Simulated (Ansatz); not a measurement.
# CH3ClF2Si (SMILES C[Si](F)(F)Cl) at revPBE/def2-SVP

What is the energy change on altering one bond length of CH3ClF2Si at revPBE/def2-SVP? 

The calculation is run with Ansatz 0.2.0.

126 further runs of the same task are left out: 126 set aside as unsound or not needed.

### Step 1. The molecule

The species is CH3ClF2Si (8 atoms), meant as a singlet with charge 0. As SMILES, `C[Si](F)(F)Cl`. The coordinates come from a PBE0-D4/def2-TZVP relaxation.

Bond lengths: C1–Si2 1.832 Å, Si2–F3 1.582 Å, Si2–F4 1.582 Å, Si2–Cl5 2.029 Å, C1–H6 1.092 Å, C1–H7 1.092 Å, C1–H8 1.091 Å. Some angles: C1–Si2–F3 111.0°, C1–Si2–F4 111.0°, C1–Si2–Cl5 112.6°, F3–Si2–F4 106.6°, F3–Si2–Cl5 107.7°, F4–Si2–Cl5 107.8°, Si2–C1–H6 110.1°, Si2–C1–H7 110.4°, Si2–C1–H8 110.4°, H6–C1–H7 108.6°.

### Step 2. A single-point energy at revPBE/def2-SVP

run.yaml

```yaml
crystal:
  periodic: [false, false, false]
  atoms:
    - {symbol: C, position_ang: [-0.808500, -0.299000, 0.512200]}
    - {symbol: Si, position_ang: [0.690600, 0.151400, -0.439200]}
    - {symbol: F, position_ang: [1.987000, -0.472300, 0.219100]}
    - {symbol: F, position_ang: [0.616200, -0.415600, -1.914200]}
    - {symbol: Cl, position_ang: [0.963100, 2.158500, -0.560900]}
    - {symbol: H, position_ang: [-0.917100, -1.385400, 0.549800]}
    - {symbol: H, position_ang: [-0.740200, 0.080400, 1.533400]}
    - {symbol: H, position_ang: [-1.698800, 0.124800, 0.044100]}
basis:
  gaussian:
    orbitals: def2-SVP
hamiltonian:
  xc: {name: revPBE}
accuracy: high
output: {orbitals: {seedname: orbitals}}
```

Run with:

```console
$ ansatz run run.yaml --threads 1 --pin off --max-ram 3480MiB --events-out events.jsonl --progress --plain --runs-dir runs
```

The program printed:

```text
Warning: RAYON_NUM_THREADS=1 ignored (pool sized by the plan → 1); use --threads N
Functional definition: revPBE
  name "revPBE"
  parameter kappa = 1.245
  parameter beta = 0.06672455060314922
  exchange = pbe_x(kappa = kappa, mu = beta*pi^2/3)
  correlation = pbe_c(beta = beta)
1970 factors; integrals over basis functions are off by at most 2.4e-8 eV
mean field evaluation 1: about -26899.1346 eV, gradient 6.3e1 eV
mean field evaluation 2: about -26888.5231 eV, gradient 9.4e1 eV
mean field evaluation 4: about -26907.1748 eV, gradient 4.8e0 eV
mean field evaluation 8: about -26907.2214 eV, gradient 9.2e-2 eV
mean field evaluation 16: about -26907.2214 eV, gradient 6.4e-6 eV
mean field -26907.22142990 eV, -988.8221491789 hartree, gradient 2.1e-8 eV, S^2 0.000000; 0 other end points of the search recorded, 0 dependent functions left out
reference -26907.22143341 eV, -988.8221493082 hartree; 29, 29 occupied and 64, 64 virtual orbitals, 1970 factors
Total energy: -26907.22143341 eV, -988.8221493082 hartree
```

Run time: 6 s. Hardware: 1 thread of Arm Neoverse V2, shared host; peak memory 0.23 GiB.

### Step 3. The distorted shape, same level

in.yaml

```yaml
crystal:
  periodic: [false, false, false]
  atoms:
    - {symbol: C, position_ang: [-0.828990, -0.412819, 0.205841]}
    - {symbol: Si, position_ang: [0.670110, 0.037581, -0.745559]}
    - {symbol: F, position_ang: [1.966510, -0.586119, -0.087259]}
    - {symbol: F, position_ang: [0.595710, -0.529419, -2.220559]}
    - {symbol: Cl, position_ang: [0.942610, 2.044681, -0.867259]}
    - {symbol: H, position_ang: [-0.937590, -1.499219, 0.243441]}
    - {symbol: H, position_ang: [-0.740200, 0.080400, 1.533400]}
    - {symbol: H, position_ang: [-1.719290, 0.010981, -0.262259]}
basis:
  gaussian: {orbitals: def2-SVP}
magnetization: {spin_polarized: false, initial_magnetization: 0}
hamiltonian: {xc: {name: revPBE}}
accuracy: high
output: {orbitals: {seedname: orbitals}}
```

Run with:

```console
$ ansatz run in.yaml --threads 1 --pin off --max-ram 3480MiB --events-out events.jsonl --progress --plain --runs-dir runs
```

The program printed:

```text
Warning: RAYON_NUM_THREADS=1 ignored (pool sized by the plan → 1); use --threads N
Functional definition: revPBE
  name "revPBE"
  parameter kappa = 1.245
  parameter beta = 0.06672455060314922
  exchange = pbe_x(kappa = kappa, mu = beta*pi^2/3)
  correlation = pbe_c(beta = beta)
1975 factors; integrals over basis functions are off by at most 1.9e-8 eV
mean field evaluation 1: about -26898.4295 eV, gradient 6.2e1 eV
mean field evaluation 2: about -26885.2853 eV, gradient 9.6e1 eV
mean field evaluation 4: about -26906.2640 eV, gradient 5.5e0 eV
mean field evaluation 8: about -26906.3255 eV, gradient 9.8e-2 eV
mean field evaluation 16: about -26906.3255 eV, gradient 8.5e-6 eV
mean field -26906.32549116 eV, -988.7892240375 hartree, gradient 5.9e-8 eV, S^2 0.000000; 0 other end points of the search recorded, 0 dependent functions left out
reference -26906.32549481 eV, -988.7892241719 hartree; 29, 29 occupied and 64, 64 virtual orbitals, 1975 factors
Total energy: -26906.32549481 eV, -988.7892241719 hartree
```

It took 5.7 s on 1 thread of Arm Neoverse V2, shared host; peak memory 0.23 GiB.

### Step 4. Summary of results

At revPBE/def2-SVP:

| quantity | value |
| --- | --- |
| first shape: total energy | -988.82215 Eh |
| first shape: HOMO energy | -7.95 eV |
| first shape: LUMO energy | 0.55 eV |
| first shape: HOMO–LUMO gap | 8.50 eV |
| distorted shape: total energy | -988.78922 Eh |
| distorted shape: HOMO energy | -7.95 eV |
| distorted shape: LUMO energy | -0.67 eV |
| distorted shape: HOMO–LUMO gap | 7.28 eV |
| energy change with the C1–H7 bond stretched from 1.092 to 1.419 Å | 0.896 eV |

**Reading.** With the C1–H7 bond stretched from 1.092 to 1.419 Å the energy rises by 0.90 eV (20.7 kcal/mol). The first shape isn't relaxed at this level, so the change isn't measured from a minimum.
